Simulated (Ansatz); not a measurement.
# CoHO: the cost of one run

Program: Ansatz 0.2.0, Gaussian basis. Level of theory: def2-TZVPP, core rule «outside noble gas», up to 10 orbitals frozen. These are calculated values, not measurements.

Plan: UHF; CCSD(T) on ROHF; CCSD(T) on UHF; CCSDT(Q) on ROHF; CCSDT(Q) on UHF; CASSCF and NEVPT2, 16 electrons in 11 orbitals.

4 further runs of the same task are left out: 4 set aside as unsound or not needed.

### Step 1. The system

The geometry is a PBE0/def2-TZVP stationary point (not a proven minimum).

3 atoms, charge 0, spin multiplicity 3.

Atoms are counted from 1 here; the program's logs count them from 0.

Bond lengths: Co1–O2 1.569 Å, Co1–H3 1.489 Å. Angles: O2–Co1–H3 104.4°.

### Step 2. UHF

in.yaml

```yaml
crystal:
  periodic: [false, false, false]
  atoms:
    - {symbol: Co, position_ang: [0.000000, -0.043234, 0.323378]}
    - {symbol: O, position_ang: [0.000000, 0.073109, -1.241595]}
    - {symbol: H, position_ang: [0.000000, 1.367368, 0.800755]}
basis:
  gaussian: {orbitals: def2-TZVPP}
magnetization: {spin_polarized: true, initial_magnetization: 2}
hamiltonian: {xc: hf}
output: {orbitals: {seedname: orbitals}}
```

Launch:

```console
ansatz run in.yaml --threads 1 --pin off --events-out ev --progress --plain --max-ram 3968MiB --backend cpu
```

**Question.** How long does this run take on 1 thread of AMD EPYC 7R13, shared host, and how much memory does it need?

About 43 s, with a peak of 0.32 GiB.
